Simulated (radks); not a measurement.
**Pd⁴⁺ in [Kr] 4d6: an all-electron calculation**

One table from this session's results is given with a row withheld; the runs are named, their logs left out.

Method: Dirac Kohn-Sham, PBE, spin-unpolarised, spherical densities, finite nucleus; open shells are shared between the two j in proportion to 2j + 1. Code: radks (a radial shooting solver on a logarithmic mesh, Libxc functionals) version 1.

### The system

| Item | Value |
| --- | --- |
| element | palladium (Z = 46) |
| charge | +4 |
| electrons | 42 |
| configuration | [Kr] 4d6 |
| nuclear rms radius | 4.5318 fm |

Outer shells as boxes (Hund's rule):

Pd⁴⁺
```
[Kr] core
4d [↑↓][↑ ][↑ ][↑ ][↑ ]
```

The first run:

Settings of this run:

```text
Z 46
configuration [Kr] 4d6
relativity Dirac
functional pbe,pbe
spin unpolarised
j_filling average
nucleus finite rms 4.5318 fm
c 137.035999084
```

Among the steps run: Self-consistent calculation.

One table of the session follows, with a row left open; its other results are not shown here.

It belongs to the step «Radial structure». Sizes of the orbitals, from the radial functions (bohr):

| level | <r> | outermost maximum (interpolated) | 90 % within | nodes |
| --- | --- | --- | --- | --- |
| 1s1/2 | 0.03185 | 0.0207 | 0.0571 | 0 |
| 2s1/2 | 0.1380 | 0.117 | 0.214 | 1 |
| 2p1/2 | 0.1171 | 0.0905 | 0.192 | 0 |
| 2p3/2 | 0.1221 | 0.0947 | 0.199 | 0 |
| 3s1/2 | 0.3790 | 0.342 | 0.559 | 2 |
| 3p1/2 | 0.3711 | 0.328 | 0.560 | 1 |
| 3p3/2 | 0.3819 | 0.338 | 0.575 | 1 |
| 3d3/2 | 0.3554 | 0.281 | 0.564 | 0 |
| 3d5/2 | 0.3589 | 0.283 | 0.569 | 0 |
| 4s1/2 | 0.9323 | 0.848 | 1.35 | 3 |
| 4p1/2 | 0.9942 | 0.886 | 1.46 | 2 |
| 4p3/2 | 1.021 | 0.910 | 1.50 | 2 |
| 4d3/2 | ? | ? | ? | ? |
| 4d5/2 | 1.255 | 1.04 | 1.92 | 1 |

Estimate the missing values for 4d3/2.

As computed: <r>: 1.244; outermost maximum (interpolated): 1.04; 90 % within: 1.90; nodes: 1. In the column «<r>» it lies between 4p3/2 (1.021) and 4d5/2 (1.255).

Limits of these values: Spin polarisation and multiplet splitting are left out.
